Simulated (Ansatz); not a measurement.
# SiH5 radical (built from SMILES [H].[SiH4]): a barrier at many levels of theory

How high is the barrier of this step (H1–H3 formed, H1–Si2 broken), and how far do cheaper methods land from CCSD(T)?

Computed with Ansatz 0.2.0, Gaussian basis. Level: single points in def2-TZVPP on PBE0-D4/def2-TZVP structures.

Levels: SPW92, PBE-D4, BLYP-D4, r2SCAN-D4, B97M-V, PBE0-D4, B3LYP-D4, r2SCAN0-D4, BHLYP-D4, CAM-B3LYP-D4, wB97X-V, wB97M-V, B2PLYP, PBE-QIDH, RPA on PBE, Hartree-Fock, MP2, CCSD, CCSD(T). The reference is CCSD(T) at the basis limit, from triple and quadruple zeta. Zero-point energies come from PBE0-D4 vibrations.

Correlated methods freeze the cores. Orbitals are unrestricted. B3LYP uses VWN-RPA correlation. B2PLYP carries no dispersion term here.

78 further runs of the same task are left out: 78 set aside as unsound or not needed.

### 1 The three structures

Charge 0, multiplicity 2. The folders r, ts and p hold the start, the saddle and the end; their coordinates stand in the first inputs.

| pair | r (Å) | ts (Å) | p (Å) |
| --- | --- | --- | --- |
| H1–H3 | 3.023 | 1.329 | 0.747 |
| H1–Si2 | 1.485 | 1.548 | 3.465 |

### 2 SPW92/def2-TZVPP

The input, r/in.yaml:

```yaml
crystal:
  periodic: [false, false, false]
  atoms:
    - {symbol: H, position_ang: [-0.636397, -0.342569, -0.125005]}
    - {symbol: Si, position_ang: [0.650574, 0.358275, 0.113237]}
    - {symbol: H, position_ang: [-3.252971, -1.791345, -0.566422]}
    - {symbol: H, position_ang: [0.683644, 0.872443, 1.505719]}
    - {symbol: H, position_ang: [0.779876, 1.492337, -0.836398]}
    - {symbol: H, position_ang: [1.775373, -0.589139, -0.091131]}
basis:
  gaussian: {orbitals: def2-TZVPP}
magnetization: {spin_polarized: true, initial_magnetization: 1}
hamiltonian: {xc: lda}
```

The input, ts/in.yaml:

```yaml
crystal:
  periodic: [false, false, false]
  atoms:
    - {symbol: H, position_ang: [-0.906971, -0.504225, -0.164442]}
    - {symbol: Si, position_ang: [0.431405, 0.234599, 0.076805]}
    - {symbol: H, position_ang: [-2.064897, -1.124012, -0.368422]}
    - {symbol: H, position_ang: [0.452038, 0.747421, 1.470214]}
    - {symbol: H, position_ang: [0.536544, 1.363182, -0.882430]}
    - {symbol: H, position_ang: [1.551981, -0.716964, -0.131725]}
basis:
  gaussian: {orbitals: def2-TZVPP}
magnetization: {spin_polarized: true, initial_magnetization: 1}
hamiltonian: {xc: lda}
```

The input, p/in.yaml:

```yaml
crystal:
  periodic: [false, false, false]
  atoms:
    - {symbol: H, position_ang: [-2.087707, -1.140990, -0.382843]}
    - {symbol: Si, position_ang: [0.915581, 0.492774, 0.183230]}
    - {symbol: H, position_ang: [-2.735326, -1.485816, -0.524208]}
    - {symbol: H, position_ang: [0.932458, 1.012287, 1.575126]}
    - {symbol: H, position_ang: [0.957938, 1.599696, -0.806970]}
    - {symbol: H, position_ang: [2.017155, -0.477951, -0.044335]}
basis:
  gaussian: {orbitals: def2-TZVPP}
magnetization: {spin_polarized: true, initial_magnetization: 1}
hamiltonian: {xc: lda}
```

The same command starts each run, in its folder.

Launch:

```sh
$ ansatz run in.yaml --threads 2 --pin off --events-out ev --progress --plain --max-ram 4352MiB
```

Further steps of the session: PBE-D4/def2-TZVPP; BLYP-D4/def2-TZVPP; r2SCAN-D4/def2-TZVPP; B97M-V/def2-TZVPP; PBE0-D4/def2-TZVPP; B3LYP-D4/def2-TZVPP; r2SCAN0-D4/def2-TZVPP; BHLYP-D4/def2-TZVPP; CAM-B3LYP-D4/def2-TZVPP; wB97X-V/def2-TZVPP; wB97M-V/def2-TZVPP; B2PLYP/def2-TZVPP; PBE-QIDH/def2-TZVPP; RPA on PBE/def2-TZVPP; CCSD(T)/def2-TZVPP; MP2/def2-QZVPP; Vibrations of the start structure; Vibrations of the end structure.

Before running it: what results should come out? Wanted: barrier, CCSD(T)/CBS; reverse barrier, CCSD(T)/CBS; step energy, CCSD(T)/CBS; barrier with zero-point energy; step energy with zero-point energy; imaginary mode at the saddle; largest T1 diagnostic.

**Answer**, as computed:

| quantity | value |
| --- | --- |
| barrier, CCSD(T)/CBS | 4.6 kcal/mol |
| reverse barrier, CCSD(T)/CBS | 17.5 kcal/mol |
| step energy, CCSD(T)/CBS | -12.8 kcal/mol |
| barrier with zero-point energy | 4.1 kcal/mol |
| step energy with zero-point energy | -12.3 kcal/mol |
| imaginary mode at the saddle | 694i cm⁻¹ |
| largest T1 diagnostic | 0.014 |

PBE-QIDH is the best functional here (0.0 kcal/mol from CCSD(T)/CBS); SPW92 is the worst (-8.6 kcal/mol). By rung, the mean size of the error is: LDA 8.6, GGA 4.6, meta-GGA 4.0, hybrid 3.1, range-separated hybrid 1.1, double hybrid 0.7 kcal/mol. PBE-D4 gives a barrier 4.1 kcal/mol too low, outside chemical accuracy (1 kcal/mol). Every functional without exact exchange puts the barrier too low, the usual mark of self-interaction error, which favours the spread-out density of a saddle. The barrier rises with the share of exact exchange, from BLYP-D4 through B3LYP-D4 to BHLYP-D4 (-5.2, -3.8, -1.8 kcal/mol). Hartree-Fock, with no correlation, is off by +6.0 kcal/mol. Zero-point motion lowers the barrier by 0.5 kcal/mol. The end structure keeps an imaginary mode: no true minimum.
